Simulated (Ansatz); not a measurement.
# C₂H₅FO₂Si: a ladder of functionals and wavefunction methods

The task here is to estimate one member of a computed series from the others.

Method: functionals in def2-TZVPP, the program's frozen cores in correlated methods; program: Ansatz 0.2.0, Gaussian basis.

The runs, in order: PBE-D4, r2SCAN-D4, PBE0-D4, B3LYP-D4, ωB97X-V, ωB97M-V, B2PLYP; CCSD(T)/def2-TZVPP; MP2/def2-QZVPP; extrapolation to the limit.

## The relaxed structure

An earlier PBE0-D4 in a triple-zeta def2 set relaxation fixed the geometry.

SMILES `O[Si@@H](F)[C@@H]1CO1`, 11 atoms, charge 0, spin multiplicity 1.

Atoms are counted from 1 here; the program's logs count them from 0.

Bond lengths: O1–Si2 1.627 Å, O1–H7 0.963 Å, Si2–F3 1.595 Å, Si2–C4 1.867 Å, Si2–H8 1.475 Å, C4–C5 1.469 Å, C4–O6 1.445 Å, C4–H9 1.089 Å, C5–O6 1.410 Å, C5–H10 1.087 Å, C5–H11 1.088 Å. Angles: Si2–O1–H7 114.3°, O1–Si2–F3 112.0°, O1–Si2–C4 106.9°, O1–Si2–H8 108.4°, F3–Si2–C4 107.6°, F3–Si2–H8 106.8°, C4–Si2–H8 115.2°, Si2–C4–C5 119.4°, Si2–C4–O6 112.5°, Si2–C4–H9 120.8°, C5–C4–O6 57.9°, C5–C4–H9 116.2°, O6–C4–H9 113.1°, C4–C5–O6 60.2°, C4–C5–H10 118.7°, C4–C5–H11 119.9°, O6–C5–H10 115.1°, O6–C5–H11 115.5° and more.

Set-up of the first run:

The input, in.yaml:

```yaml
crystal:
  periodic: [false, false, false]
  atoms:
    - {symbol: O, position_ang: [0.661020, -0.732917, 1.740797]}
    - {symbol: Si, position_ang: [-0.700813, -0.065852, 1.150061]}
    - {symbol: F, position_ang: [-1.178495, 1.184321, 2.018343]}
    - {symbol: C, position_ang: [-0.301712, 0.556742, -0.564201]}
    - {symbol: C, position_ang: [0.498225, -0.281278, -1.466743]}
    - {symbol: O, position_ang: [1.114205, 0.770501, -0.758624]}
    - {symbol: H, position_ang: [1.472995, -0.328272, 1.418665]}
    - {symbol: H, position_ang: [-1.779597, -1.069899, 1.219088]}
    - {symbol: H, position_ang: [-0.918457, 1.319549, -1.037282]}
    - {symbol: H, position_ang: [0.409411, -0.125595, -2.538533]}
    - {symbol: H, position_ang: [0.788620, -1.284102, -1.160971]}
basis:
  gaussian: {orbitals: def2-TZVPP}
hamiltonian: {xc: pbe, dispersion: d4}
output: {forces: true, orbitals: {seedname: orbitals}}
```

Run with:

```
ansatz run in.yaml --threads 4 --pin off --events-out ev --progress --plain --max-ram 10444MiB
```

Steps of the session up to this table: PBE-D4 (GGA); r2SCAN-D4 (meta-GGA); PBE0-D4 (hybrid); B3LYP-D4 (hybrid); ωB97X-V (range-separated); ωB97M-V (range-separated); B2PLYP (double hybrid); CCSD(T) in def2-TZVPP; MP2 in def2-QZVPP.

One of the session's tables, all rows but one given; the rest of the session is left out.

| method | atomisation energy (kJ/mol) |
| --- | --- |
| PBE-D4 | 4552.8 |
| r2SCAN-D4 | 4463.5 |
| PBE0-D4 | 4439.0 |
| B3LYP-D4 | ? |
| ωB97X-V | 4462.7 |
| ωB97M-V | 4462.3 |
| B2PLYP | 4396.4 |
| HF/def2-TZVPP | 3146.2 |
| MP2/def2-TZVPP | 4462.3 |
| CCSD/def2-TZVPP | 4252.3 |
| CCSD(T)/def2-TZVPP | 4329.2 |
| MP2/CBS | 4592.6 |
| CCSD(T)/CBS | 4459.5 |

Q: Estimate the row for B3LYP-D4 from the others.

The run gave: atomisation energy (kJ/mol): 4423.4. In the column «atomisation energy (kJ/mol)» it lies between B2PLYP (4396.4) and PBE0-D4 (4439.0).
